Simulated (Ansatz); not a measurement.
**C₂H₁₀InNO: one species, many methods**

The task here is to estimate one member of a computed series from the others.

Program: Ansatz 0.2.0, Gaussian basis. Level of theory: functionals in def2-TZVPP, the program's frozen cores in correlated methods. These are calculated values, not measurements.

Levels to be run: LDA (SPW92), PBE-D4, revPBE-D4, BLYP-D4, r2SCAN-D4, B97M-V, PBE0-D4, B3LYP-D4, r2SCANh-D4, r2SCAN0-D4, HSE06-D4, BHLYP-D4, CAM-B3LYP-D4, LC-ωPBE, ωB97X-V, ωB97M-V, B2PLYP, PBE-QIDH; CCSD(T)/def2-SVP; MP2/def2-TZVPP; MP2/def2-QZVPP; RPA on PBE.

## The geometry

All runs share one geometry, relaxed beforehand with PBE0-D4 in a triple-zeta def2 set. In takes the def2 core potential; no spin-orbit term is included.

SMILES `[CH3][In-]([CH3])([NH3+])[OH]`, 15 atoms, charge 0, spin multiplicity 1.

Atoms are counted from 1 here; the program's logs count them from 0.

Bond lengths: C1–In2 2.152 Å, C1–H6 1.092 Å, C1–H7 1.091 Å, C1–H8 1.091 Å, In2–C3 2.158 Å, In2–N4 2.376 Å, In2–O5 2.057 Å, C3–H9 1.092 Å, C3–H10 1.092 Å, C3–H11 1.092 Å, N4–H12 1.012 Å, N4–H13 1.022 Å, N4–H14 1.012 Å, O5–H15 0.958 Å. Angles: In2–C1–H6 111.4°, In2–C1–H7 110.7°, In2–C1–H8 109.3°, H6–C1–H7 108.0°, H6–C1–H8 109.1°, H7–C1–H8 108.2°, C1–In2–C3 132.8°, C1–In2–N4 101.1°, C1–In2–O5 110.8°, C3–In2–N4 104.5°, C3–In2–O5 113.0°, N4–In2–O5 77.6°, In2–C3–H9 111.2°, In2–C3–H10 110.6°, In2–C3–H11 110.1°, H9–C3–H10 107.9°, H9–C3–H11 108.8°, H10–C3–H11 108.2° and more.

The first run:

in.yaml reads:

```yaml
crystal:
  periodic: [false, false, false]
  atoms:
    - {symbol: C, position_ang: [-2.203122, 0.570776, -0.028364]}
    - {symbol: In, position_ang: [-0.056155, 0.443221, 0.041902]}
    - {symbol: C, position_ang: [1.376687, 0.693880, 1.636037]}
    - {symbol: N, position_ang: [0.294308, -1.776565, -0.730916]}
    - {symbol: O, position_ang: [0.754638, 0.747043, -1.824256]}
    - {symbol: H, position_ang: [-2.667187, -0.129043, 0.669386]}
    - {symbol: H, position_ang: [-2.539126, 1.576824, 0.228665]}
    - {symbol: H, position_ang: [-2.545245, 0.345332, -1.039896]}
    - {symbol: H, position_ang: [1.080800, 0.131910, 2.524004]}
    - {symbol: H, position_ang: [1.459186, 1.745895, 1.916053]}
    - {symbol: H, position_ang: [2.360941, 0.348702, 1.313736]}
    - {symbol: H, position_ang: [0.979039, -2.358699, -0.265558]}
    - {symbol: H, position_ang: [0.700754, -1.400381, -1.589479]}
    - {symbol: H, position_ang: [-0.511533, -2.344054, -0.961462]}
    - {symbol: H, position_ang: [1.494216, 1.354360, -1.860552]}
basis:
  gaussian: {orbitals: def2-TZVPP}
hamiltonian: {xc: lda}
output: {orbitals: {seedname: orbitals}}
```

The run is started by

```
> ansatz run in.yaml --threads 4 --pin off --events-out ev --progress --plain --max-ram 11315MiB
```

Among the steps run: LDA; PBE-D4 (GGA); revPBE-D4 (GGA); BLYP-D4 (GGA); r2SCAN-D4 (meta-GGA); B97M-V (meta-GGA); PBE0-D4 (hybrid); B3LYP-D4 (hybrid); r2SCANh-D4 (hybrid); r2SCAN0-D4 (hybrid); HSE06-D4 (hybrid); BHLYP-D4 (hybrid); CAM-B3LYP-D4 (range-separated); LC-ωPBE (range-separated); ωB97X-V (range-separated); ωB97M-V (range-separated); B2PLYP (double hybrid); PBE-QIDH (double hybrid).

One table of the session follows, with a row left open; its other results are not shown here.

It belongs to the step «Orbital energies across the functionals». 

```
  functional  HOMO (eV)  gap (eV)
 LDA (SPW92)      -5.51      4.70
      PBE-D4      -5.32      4.62
   revPBE-D4      -5.24      4.61
     BLYP-D4      -5.21      4.48
   r2SCAN-D4      -5.59      5.49
      B97M-V      -5.67      5.09
     PBE0-D4      -6.68      6.78
    B3LYP-D4          ?         ?
  r2SCANh-D4      -6.11      6.27
  r2SCAN0-D4      -6.86      7.37
    HSE06-D4      -6.29      6.02
    BHLYP-D4      -7.84      8.49
CAM-B3LYP-D4      -8.04      8.84
     LC-ωPBE      -9.37     11.31
     ωB97X-V      -9.01     10.80
     ωB97M-V      -8.92     10.17
```

Estimate the missing values for B3LYP-D4.

Worked estimate for «HOMO (eV)». Against the share of exact exchange, BLYP-D4 (0, -5.21), BHLYP-D4 (0.5, -7.84) give a slope of -5.26 per unit share; at 0.2 the line stands at -6.26.

The run gave: HOMO (eV): -6.46; gap (eV): 6.21. In «HOMO (eV)» the line misses by +0.20.
